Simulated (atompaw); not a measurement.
# Pseudopotential generation for Ni: PAW (atompaw), LDA (PW92)

Do these settings give a usable potential? It is generated, then checked for scattering, ghosts and hardness.

Method: atompaw 4.2.0.5, LDA (PW92), scalar-relativistic.

## (1) The design

The settings as typed:

```
element                 : nickel (Ni, Z = 28)
type                    : PAW
frozen core             : [Ne]
valence charge          : 18
reference configuration : 3s2 3p6 3d8 4s2 4p0
partial waves           : 3s (bound): rc 1.00 bohr; 4s (bound): rc 1.55 bohr; 3p (bound): rc 1.00 bohr; 4p (bound, empty): rc 1.55 bohr; 3d (bound): rc 0.95 bohr; 3d channel at 1.75 Ry: rc 1.55 bohr
local potential         : bessel scheme, radius 1.10 bohr
core correction         : smooth core density matched at 0.90 bohr
augmentation charge     : sinc compensation charge, radius 1.30 bohr; PAW radius 1.55 bohr; waves and projectors: custom polynom vanderbiltortho
```

An earlier all-electron run gives the scale for the radii.

All-electron outer shells of the reference configuration (LDA (PW92), scalar-relativistic, ld1.x):

```csv
shell,level (eV),outermost node (bohr),outermost maximum (bohr)
2s,-979.83,0.07,0.21
2p,-844.15,–,0.16
3s,-110.50,0.30,0.64
3p,-71.26,0.27,0.65
3d,-9.14,–,0.63
4s,-5.86,0.92,2.21
4p,-1.34,1.00,3.14
```

## (2) The generation run

File Ni.input:

```
Ni 28
LDA-PW scalarrelativistic loggrid 1500 logderivrange -10 5 376
4 4 3 0 0 0
4 1 0
3 2 8
0 0 0
c
c
v
v
c
v
v
v
2
1.55 1.30 1.10 0.90
n
n
y
1.75
n
custom polynom vanderbiltortho sinc
bessel
1.00
1.55
1.00
1.55
0.95
1.55
PWSCFOUT
UPFDX 0.0125d0 UPFXMIN -7.d0 UPFZMESH 28.d0
END
```

Command:

```sh
$ atompaw < Ni.input > Ni.log
```

**Question.** What will these runs give? Wanted: cutoffs for 10 and 1 mRy, occupied levels; bound ghosts; largest phase difference near zero energy, channels read; lowest eigenvalue of the overlap; share of valence orbitals outside the PAW sphere; UPF file.

**Answer**, as computed:

| quantity | value |
| --- | --- |
| cutoffs for 10 and 1 mRy, occupied levels | 180 Ry and 260 Ry |
| bound ghosts | none found |
| largest phase difference near zero energy, channels read | 0.001 rad |
| lowest eigenvalue of the overlap (Bessel basis) | 0.416 (d) |
| share of valence orbitals outside the PAW sphere | 3s 1 %, 4s 90 %, 3p 2 %, 4p 97 %, 3d 15 % |
| UPF file | written |

It counts as very hard, with 180 Ry needed at the looser tolerance. The slowest occupied level is 3d: taken alone it needs 180 Ry to come within 1 mRy, against 110 Ry for 3p. No bound ghost shows below the valence levels. Near zero energy the phases of the channels with partial waves agree within 0.001 rad. These are tests on the free atom; a crystal test is still owed.
